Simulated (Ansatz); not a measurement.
# AlGaHCl+ (doublet): wave-function methods side by side, cc-pVDZ

One table from this session's results is given with a row withheld; the runs are named, their logs left out.

Method: cc-pVDZ, core rule «outside noble gas», up to 24 orbitals frozen; program: Ansatz 0.2.0, Gaussian basis.

The runs, in order: UHF; CCSD(T) on ROHF; CCSD(T) on UHF; BCCD(T) on ROHF; CISD as a restricted active space (open shells left free, so some higher excitations enter); CCSDT(Q) on ROHF; CCSDT(Q) on UHF; CASSCF and MRCISD+Q, 9 electrons in 9 orbitals; CASSCF and NEVPT2, 9 electrons in 9 orbitals.

21 further runs of the same task are left out: 1 for a known fault of the program, 7 that didn't finish, 13 set aside as unsound or not needed. Runs told in other sessions of the task aren't counted.

### The geometry

The geometry is a PBE0/def2-TZVP stationary point (not a proven minimum) of the parent state, kept for this charge and spin. No spin-orbit coupling is included. The filled d shell of Ga may be among the frozen orbitals whatever the setting's name suggests.

4 atoms, charge 1, spin multiplicity 2.

Atoms are counted from 1 here; the program's logs count them from 0.

Bond lengths: Al1–Ga2 2.726 Å, Al1–H4 1.642 Å, Ga2–Cl3 2.183 Å. Angles: Ga2–Al1–H4 96.0°, Al1–Ga2–Cl3 137.1°.

Set-up of the first run:

Contents of in.yaml:

```yaml
crystal:
  periodic: [false, false, false]
  atoms:
    - {symbol: Al, position_ang: [0.000000, -0.534823, 2.550449]}
    - {symbol: Ga, position_ang: [0.000000, 0.411320, -0.006530]}
    - {symbol: Cl, position_ang: [0.000000, -0.428549, -2.021345]}
    - {symbol: H, position_ang: [0.000000, 0.937760, 3.277007]}
basis:
  gaussian: {orbitals: cc-pVDZ}
total_charge: 1
magnetization: {spin_polarized: true, initial_magnetization: 1}
hamiltonian: {xc: hf}
output: {orbitals: {seedname: orbitals}}
```

On the command line:

```bash
> ansatz run in.yaml --threads 1 --pin off --events-out ev --progress --plain --max-ram 2393MiB
```

Steps of the session up to this table: UHF; CCSD(T) on ROHF; CCSD(T) on UHF; BCCD(T) on ROHF; CISD as a restricted active space (open shells left free, so some higher excitations enter); CCSDT(Q) on ROHF; CCSDT(Q) on UHF; CASSCF and MRCISD+Q, 9 electrons in 9 orbitals; CASSCF and NEVPT2, 9 electrons in 9 orbitals.

One of the session's tables, all rows but one given; the rest of the session is left out.

| method | from UCCSDT(Q) (kJ/mol) |
| --- | --- |
| ROHF | +680.6 |
| UHF | +671.8 |
| RMP2 | +113.6 |
| UMP2 | ? |
| RCCSD | +24.2 |
| UCCSD | +23.7 |
| RCCSD(T) | +5.1 |
| UCCSD(T) | +5.1 |
| BCCD(T) | +5.0 |
| RCCSDT | +1.8 |
| UCCSDT | +1.7 |
| RCCSDT(Q) | +0.4 |
| UCCSDT(Q) | 0 |
| CASSCF frontier | +502.9 |
| MRCISD frontier | +54.1 |
| MRCISD+Q frontier | +8.6 |

Q: Estimate the row for UMP2 from the others.

The run gave: from UCCSDT(Q) (kJ/mol): +113.8. In the column «from UCCSDT(Q) (kJ/mol)» it lies between RMP2 (+113.6) and CASSCF frontier (+502.9).

Not comparable, so not listed: CISD as a restricted active space (open shells left free, so some higher excitations enter); CASSCF and NEVPT2, 9 electrons in 9 orbitals (they don't share determinant, frozen orbitals or solution with the rows shown, or repeat one).

Limits of these values: Restricted and unrestricted rows rest on different reference determinants; a gap between their highest levels can come from leftover correlation error, from unlike frozen cores or from another state. Warnings in the runs' records: passed over end.
